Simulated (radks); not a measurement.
# Valence configurations of Re³⁺

An exercise on one series of results from a longer session: the logs are not shown, and one member is left open.

Program: radks (a radial shooting solver on a logarithmic mesh, Libxc functionals) version 1. Level of theory: Dirac Kohn-Sham, PBE, spin-unpolarised, spherical densities, finite nucleus; open shells fill j = l - 1/2 first. These are calculated values, not measurements, unless marked.

## What is computed

| Quantity | Value |
| --- | --- |
| element | rhenium (Z = 75) |
| charge | +3 |
| electrons | 72 |
| configuration | [Xe] 4f14 5d4 |
| nuclear rms radius | 5.3698 fm |
| others tried | 4f13 5d4 6p1; 4f14 5d2 6p2; 4f13 5d3 6p2; 4f14 5d3.5 6p0.5; 4f13 5d4.5 6p0.5; 4f13 5d4 6s1; 4f12.5 5d4.5 6p1; 4f12 5d4 6p2; 4f14 5d3 6p1 |

The first run:

Input:

```text
Z 75
configuration [Xe] 4f14 5d4
relativity Dirac
functional pbe,pbe
spin unpolarised
j_filling energy
nucleus finite rms 5.3698 fm
c 137.035999084
```

Among the steps run: [Xe] 4f14 5d4.

One table of the session follows, with a row left open; its other results are not shown here.

It belongs to the step «[Xe] 4f14 5d4». Sizes of the orbitals, from the radial functions (bohr):

| level | <r> | outermost maximum (interpolated) | 90 % within | nodes |
| --- | --- | --- | --- | --- |
| 4d5/2 | 0.5048 | 0.448 | 0.756 | 1 |
| 5s1/2 | 1.035 | 0.938 | 1.48 | 4 |
| 5p1/2 | 1.131 | 1.00 | 1.64 | 3 |
| 5p3/2 | 1.228 | 1.08 | 1.79 | 3 |
| 4f5/2 | 0.5755 | 0.414 | 0.946 | 0 |
| 4f7/2 | ? | ? | ? | ? |
| 5d3/2 | 1.660 | 1.36 | 2.52 | 2 |
| 5d5/2 | 1.705 | 1.39 | 2.59 | 2 |

Q: Estimate the row for 4f7/2 from the others.

**Answer.** <r>: 0.5842; outermost maximum (interpolated): 0.419; 90 % within: 0.961; nodes: 0. In the column «<r>» it lies between 4f5/2 (0.5755) and 5s1/2 (1.035).
